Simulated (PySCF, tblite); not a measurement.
# C₄H₆BClO: geometry, infrared bands and NMR shifts

What infrared bands and NMR shifts should C₄H₆BClO (`ClC1=CCBOC1`) show?

The runs use tblite 0.8.0 and PySCF 2.14.0, with density-fitted response routines of our own; the level of theory stands in each step. All values are computed, except where a source is named. Atoms count from 0, in the outputs and in this text.

### Step 1. Starting geometry

13 atoms, charge 0, multiplicity 1; geometry from: force field or distance geometry start.

Bonds of the start (Å): Cl0–C1 1.76, C1–C2 1.33, C2–C3 1.51, C3–B4 1.61, B4–O5 1.47, O5–C6 1.42, C6–C1 1.52, C2–H7 1.09, C3–H8 1.10, C3–H9 1.12, B4–H10 1.19, C6–H11 1.11, C6–H12 1.10.

### Step 2. Optimising the geometry with GFN2-xTB

Job settings and geometry (Å):

```
{"job": {"kind": "relax", "xc": "GFN2-xTB", "basis": "xTB"}, "charge": 0, "multiplicity": 1}
Cl     2.593400     1.524300    -0.396200
C      1.106200     0.605100    -0.157500
C     -0.042200     1.234600     0.099600
C     -1.352100     0.508700     0.328100
B     -1.112800    -1.079600     0.359200
O      0.254700    -1.521000     0.667700
C      1.146900    -0.910200    -0.255300
H     -0.058600     2.327900     0.140800
H     -2.068200     0.754600    -0.465200
H     -1.776900     0.809600     1.319800
H     -1.784500    -1.758800    -0.347500
H      2.171500    -1.265900    -0.023700
H      0.918200    -1.228700    -1.287500
```

Started as:

```sh
> OMP_NUM_THREADS=1 python probes_run.py task.json out
```

The driver reads the jobs from task.json and runs them one after another.

**Question.** This job is followed by: GFN2-xTB harmonic vibrations, gas phase; GIAO PBE0/pcSseg-1 NMR shielding, non-relativistic, gas phase. What will the session give for the following? strongest single infrared mode (GFN2-xTB); zero-point energy (GFN2-xTB); 13C shifts against TMS (PBE0/pcSseg-1); 1H shifts against TMS (PBE0/pcSseg-1, means over atoms taken as alike); 35Cl shifts against HCl (PBE0/pcSseg-1); 11B shifts against BF3·OEt2 (PBE0/pcSseg-1); 17O shifts against H2O (PBE0/pcSseg-1); surface potential, 1st and 99th percentile.

**Answer**, as computed:

```
                                                              quantity                         value
                             strongest single infrared mode (GFN2-xTB)         2625 cm⁻¹, 174 km/mol
                                          zero-point energy (GFN2-xTB)                 59.0 kcal/mol
                                13C shifts against TMS (PBE0/pcSseg-1)  139.2, 131.4, 70.3, 22.1 ppm
1H shifts against TMS (PBE0/pcSseg-1, means over atoms taken as alike)    6.21, 5.36, 4.84, 1.83 ppm
                               35Cl shifts against HCl (PBE0/pcSseg-1)                       219 ppm
                           11B shifts against BF3·OEt2 (PBE0/pcSseg-1)                      44.3 ppm
                                17O shifts against H2O (PBE0/pcSseg-1)                     201.7 ppm
                                 surface potential, 1st and 99th percentile            -1.00 V and 1.02 V
```

What this shows: Relaxing lowered the energy by 1.265 eV in 41 steps; the close pair that moved most is B4–O5, from 1.470 to 1.324 Å. The lowest mode is slightly imaginary (4i cm⁻¹), a soft motion within the noise of the Hessian, so the minimum is not strictly shown. The strongest single mode, at 2625 cm⁻¹, moves mainly H10. GFN2-xTB is a fitted tight-binding method: band positions and strengths are rough. Its intensities can rank the bands wrongly. H7 (hydrogen on an alkene CH) lies farthest downfield among hydrogen, at 6.21 ppm; olefinic region. At PBE0/pcSseg-1: The largest span, 476 ppm, is at Cl0, where the paramagnetic term is -416 ppm.
